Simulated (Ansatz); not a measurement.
# KCuCl3: the cost of one run

Computed with Ansatz 0.2.0, driven from Python. Level of theory: DFT LDA+U, plane waves, PAW.

### 1 The structure

Symmetry: Pm-3m, No. 221, cubic system. Conventional cell: a = 4.798 Å, b = 4.798 Å, c = 4.798 Å, α = 90.00°, β = 90.00°, γ = 90.00°. Around K (site symmetry m-3m) lie 12 Cl at 3.39 Å. Cu (site symmetry m-3m) is surrounded by 6 Cl at 2.40 Å. Around Cl (site symmetry 4/mmm) lie 2 Cu at 2.40 Å and 4 K at 3.39 Å.

The script holds or builds the structure itself.

### 2 Script

Input file run_ecut.py:

```python
"""Convergence of KCuCl3 with the plane-wave cutoff."""

import ansatz
import matplotlib.pyplot as plt

N_EMPTY = 16
K_SPACING = 0.52
XC = "lda"
OCCUPATIONS = "cold"

structure = (
    ansatz.Lattice.cubic(4.798052)
    .space_group(221)
    .atom("K", (0.0, 0.0, 0.0))
    .atom("Cu", (0.5, 0.5, 0.5))
    .atom("Cl", (0.0, 0.5, 0.5))
)

model = structure.calculation()
model = model.scf(extra_bands=N_EMPTY).kpoints(spacing=K_SPACING)
model = model.functional(XC)
model = model.hubbard("Cu", "d", u_eff=4.5)
model = model.occupations(OCCUPATIONS)
model = model.forces()
model = model.stress()

rows = []
for value in [300, 375, 450, 525, 600, 675]:
    data = model.basis(value).run(threads=1).report
    rows.append((value, data["free_energy_ev"] / len(data["lattice"]["sites"]), data["n_iterations"], sum(data["stress_gpa"][i][i] for i in range(3)) / 3, max(abs(f) for row in data["forces_ev_ang"] for f in row), data["n_pw"]))

print(" cutoff (eV)   F/atom (eV)    iterations       P (GPa)  max component (eV/A)   plane waves")
for row in rows:
    print(f"{str(row[0]):>12s}  {row[1]:12.5f}  {row[2]:12d}  {row[3]:12.3f}  {row[4]:20.4f}  {row[5]:12d}")

# the last row is the reference
for row in rows[:-1]:
    shift = 1000 * (row[1] - rows[-1][1])
    print(f"{row[0]}: {shift:+.2f} meV/atom" + ("  (within 1 meV)" if abs(shift) < 1 else ""))
plt.figure(figsize=(4.5, 3))
plt.plot([str(row[0]) for row in rows], [1000 * (row[1] - rows[-1][1]) for row in rows], "o-")
plt.xlabel("cutoff (eV)")
plt.ylabel("F - F(last) (meV/atom)")
plt.tight_layout()
plt.savefig("ecut.png", dpi=100)
```

### 3 The input behind the calls

The engine receives this input (first run):

```yaml
crystal:
  lattice:
    bravais: cubic
    a: 4.798052
  space_group: 221
  atoms:
    - { symbol: K, position: [0.0, 0.0, 0.0] }
    - { symbol: Cu, position: [0.5, 0.5, 0.5] }
    - { symbol: Cl, position: [0.0, 0.5, 0.5] }
basis:
  ecutwfc: 300.0
kpoints:
  mp_grid:
    kspacing: 0.52
hamiltonian:
  xc: lda
  hubbard:
    - { species: Cu, l: d, u_eff: 4.5 }
scf:
  n_extra_bands: 16
  occupations:
    method: cold
output:
  forces: true
  stress: true
```

### 4 Running it

Launch:

```console
python run_ecut.py
```

What time and memory should one allow on 1 thread of Intel Xeon Platinum 8259CL at 2.50GHz (Skylake/Cascade Lake), shared host?

About 40 s, with a peak of 0.56 GiB.
